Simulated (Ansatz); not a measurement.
Working through an atomisation energy of F2HSn, SMILES [F][SnH][F]

With the Ansatz DFT code, driven from Python.

The cells in order, each with its output:

```python
from collections import Counter

import ansatz as az


def energy(molecule, charge=0, unpaired=0):
    calc = (
        molecule.calculation()
        .basis(gaussian="def2-SVP")
        .correlation("ccsd_t")
    )
    if charge:
        calc = calc.charge(charge)
    if unpaired:
        calc = calc.spin("collinear", total=unpaired)
    return calc.run(threads=1).report["free_energy_ev"]
```

```python
geometry_ang = [
    ("F", (0.6743, -1.36, 1.1)),
    ("Sn", (-0.4626, -0.0186, 0.1335)),
    ("F", (0.2955, 1.7518, 0.3118)),
    ("H", (-0.4517, -0.4335, -1.5655)),
]
mol = az.Crystal.molecule()
for symbol, xyz in geometry_ang:
    mol = mol.atom(symbol, xyz)
```

```python
# unpaired electrons of the ground-state atoms
unpaired = {"F": 1, "Sn": 2, "H": 1}
counts = Counter(site.symbol for site in mol.cartesian_sites)
atom_energy = {s: energy(az.Crystal.molecule().atom(s, (0, 0, 0)), 0, unpaired[s]) for s in counts}
whole = energy(mol, 0, 1)
for s, e in atom_energy.items():
    print(f"{s:2s} x{counts[s]}  {e:14.5f} eV")
print(f"F2HSn: {whole:.5f} eV")
split = sum(counts[s] * e for s, e in atom_energy.items()) - whole
print(f"atomisation energy (no zero-point term): {split:.3f} eV, {split / sum(counts.values()):.3f} eV an atom")
```

    F  x2     -2705.75648 eV
    Sn x1     -5807.13565 eV
    H  x1       -13.58606 eV
    F2HSn: -11242.33093 eV
    atomisation energy (no zero-point term): 10.096 eV, 2.524 eV an atom

10.096 eV from the electronic energies, without the zero-point term.

Caveats:
- Total energies depend on the basis set; only differences at equal settings carry meaning.
- The geometry is a force-field or estimated start, not a minimum of this method, and the basis set is short of its limit. All parts are taken at fixed geometry, without zero-point energy.
- def2 sets replace the cores of elements past krypton by effective core potentials.
- The species is open-shell (spin multiplicity 2).
- In double-zeta sets correlated atomisation energies come out some 10 to 15 % low.
- The spin-orbit lowering of heavy atoms is left out.
- Wall time of the script: 9.8 s on 1 thread of Arm Neoverse V1, with other jobs on the host, peak memory 0.31 GiB.
